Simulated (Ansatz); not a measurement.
# C4H14GaN3: one species, many methods

How much do the methods differ for C4H14GaN3? The plan is to run it at one geometry with functionals of several rungs and with coupled cluster. The yardstick is the atomisation energy at the CCSD(T) limit.

Method: functionals in def2-TZVPP, the program's frozen cores in correlated methods; program: Ansatz 0.2.0, Gaussian basis.

The runs, in order: LDA (SPW92), PBE-D4, revPBE-D4, BLYP-D4, r2SCAN-D4, B97M-V, PBE0-D4, B3LYP-D4, r2SCANh-D4, r2SCAN0-D4, HSE06-D4, BHLYP-D4, CAM-B3LYP-D4, LC-ωPBE, ωB97X-V, ωB97M-V, B2PLYP, PBE-QIDH; CCSD(T)/def2-SVP; CCSD(T)/def2-TZVPP; MP2/def2-QZVPP; extrapolation to the limit; RPA on PBE.

## (1) The geometry

An earlier PBE0-D4 in a triple-zeta def2 set relaxation fixed the geometry.

SMILES `C[N](C)[Ga]([NH2])[N](C)C`, 22 atoms, charge 0, spin multiplicity 1.

Atoms are counted from 1 here; the program's logs count them from 0.

Bond lengths: C1–N2 1.436 Å, C1–H9 1.102 Å, C1–H10 1.101 Å, C1–H11 1.092 Å, N2–C3 1.438 Å, N2–Ga4 1.823 Å, C3–H12 1.101 Å, C3–H13 1.092 Å, C3–H14 1.102 Å, Ga4–N5 1.826 Å, Ga4–N6 1.824 Å, N5–H15 1.006 Å, N5–H16 1.006 Å, N6–C7 1.437 Å, N6–C8 1.437 Å, C7–H17 1.101 Å, C7–H18 1.093 Å, C7–H19 1.101 Å and more. Angles: N2–C1–H9 112.1°, N2–C1–H10 111.5°, N2–C1–H11 111.2°, H9–C1–H10 106.8°, H9–C1–H11 107.8°, H10–C1–H11 107.2°, C1–N2–C3 113.1°, C1–N2–Ga4 124.9°, C3–N2–Ga4 121.9°, N2–C3–H12 111.6°, N2–C3–H13 110.9°, N2–C3–H14 112.0°, H12–C3–H13 107.3°, H12–C3–H14 106.9°, H13–C3–H14 107.9°, N2–Ga4–N5 118.1°, N2–Ga4–N6 121.8°, N5–Ga4–N6 120.0° and more.

## (2) LDA

This LDA is Slater exchange with PW92 correlation.

in.yaml

```yaml
crystal:
  periodic: [false, false, false]
  atoms:
    - {symbol: C, position_ang: [1.773334, -1.220565, -0.970865]}
    - {symbol: N, position_ang: [0.911342, -0.120893, -1.304305]}
    - {symbol: C, position_ang: [1.257901, 0.511630, -2.548354]}
    - {symbol: Ga, position_ang: [-0.541008, 0.397519, -0.331236]}
    - {symbol: N, position_ang: [-1.791850, 1.450468, -1.144738]}
    - {symbol: N, position_ang: [-0.713729, -0.024625, 1.434797]}
    - {symbol: C, position_ang: [-1.973368, 0.043939, 2.123426]}
    - {symbol: C, position_ang: [0.378835, -0.383733, 2.296512]}
    - {symbol: H, position_ang: [2.814560, -0.897721, -0.811702]}
    - {symbol: H, position_ang: [1.792516, -1.975339, -1.772635]}
    - {symbol: H, position_ang: [1.437865, -1.723704, -0.062146]}
    - {symbol: H, position_ang: [2.287701, 0.901135, -2.531995]}
    - {symbol: H, position_ang: [0.595211, 1.354979, -2.755410]}
    - {symbol: H, position_ang: [1.192949, -0.185790, -3.398578]}
    - {symbol: H, position_ang: [-2.611210, 1.756434, -0.647508]}
    - {symbol: H, position_ang: [-1.990993, 1.345889, -2.125595]}
    - {symbol: H, position_ang: [-1.963813, 0.796245, 2.927830]}
    - {symbol: H, position_ang: [-2.782460, 0.303237, 1.436323]}
    - {symbol: H, position_ang: [-2.236702, -0.919055, 2.588091]}
    - {symbol: H, position_ang: [0.461953, 0.307647, 3.149627]}
    - {symbol: H, position_ang: [1.329636, -0.351906, 1.761622]}
    - {symbol: H, position_ang: [0.261830, -1.395789, 2.715538]}
basis:
  gaussian: {orbitals: def2-TZVPP}
hamiltonian: {xc: lda}
output: {orbitals: {seedname: orbitals}}
```

On the command line:

```console
$ ansatz run in.yaml --threads 4 --pin off --events-out ev --progress --plain --max-ram 66560MiB --backend cuda --devices 0, --max-vram 37GiB
```

Further steps of the session: PBE-D4 (GGA); revPBE-D4 (GGA); BLYP-D4 (GGA); r2SCAN-D4 (meta-GGA); B97M-V (meta-GGA); PBE0-D4 (hybrid); B3LYP-D4 (hybrid); r2SCANh-D4 (hybrid); r2SCAN0-D4 (hybrid); HSE06-D4 (hybrid); BHLYP-D4 (hybrid); CAM-B3LYP-D4 (range-separated); LC-ωPBE (range-separated); ωB97X-V (range-separated); ωB97M-V (range-separated); B2PLYP (double hybrid); PBE-QIDH (double hybrid); CCSD(T) in def2-SVP; CCSD(T) in def2-TZVPP; MP2 in def2-QZVPP; RPA on PBE orbitals.

Q: Predict the results of all the runs planned. Wanted: atomisation energy, CCSD(T)/CBS; farthest beyond LDA; mean size of error, GGA; mean size of error, meta-GGA; mean size of error, hybrid; mean size of error, range-separated; mean size of error, double hybrid; gap, smallest and largest; T1 diagnostic.

As calculated:

```
                               quantity                                                                                                                              value
        atomisation energy, CCSD(T)/CBS                                                                                                                      8053.3 kJ/mol
 functionals within 80.5 kJ/mol (1.0 %)  revPBE-D4, BLYP-D4, r2SCAN-D4, B97M-V, PBE0-D4, B3LYP-D4, r2SCANh-D4, HSE06-D4, CAM-B3LYP-D4, LC-ωPBE, ωB97X-V, ωB97M-V, PBE-QIDH
                    farthest beyond LDA                                                                                                           BHLYP-D4 (-217.6 kJ/mol)
                mean size of error, GGA                                                                                                                        66.3 kJ/mol
           mean size of error, meta-GGA                                                                                                                        27.5 kJ/mol
             mean size of error, hybrid                                                                                                                        77.6 kJ/mol
    mean size of error, range-separated                                                                                                                        24.4 kJ/mol
      mean size of error, double hybrid                                                                                                                        75.3 kJ/mol
              gap, smallest and largest                                                                                          3.76 eV (LDA (SPW92)), 10.90 eV (LC-ωPBE)
                          T1 diagnostic                                                                                                                             0.0121
triples share of the correlation energy                                                                                                                              3.9 %
```

**Reading.** The LDA atomisation energy is off by 1169.1 kJ/mol (15 %): it overbinds. PBE-D4 misses by +153.8 kJ/mol. Double hybrids carry the basis error of their MP2 part in triple zeta, and no dispersion term here, so their miss is partly the set-up's. The rungs range-separated, meta-GGA, GGA, double hybrid, hybrid miss on average by less than the doubt on the reference (80.5 kJ/mol), so they tie. The reference freezes the cores and leaves out relativity and excitations past (T), and its outer-core shells are covered unevenly, so misses under about 80.5 kJ/mol can't be ranked. Hartree-Fock recovers 71 % of the binding; the rest is correlation. CCSD(T) in def2-SVP is off by -425.0 kJ/mol, more than most functionals: a good method in a small basis is no reference. Orbital gaps span 3.8 to 10.9 eV; exact exchange widens them. Correlated methods include outer-core shells of Ga, which these sets cover unevenly.
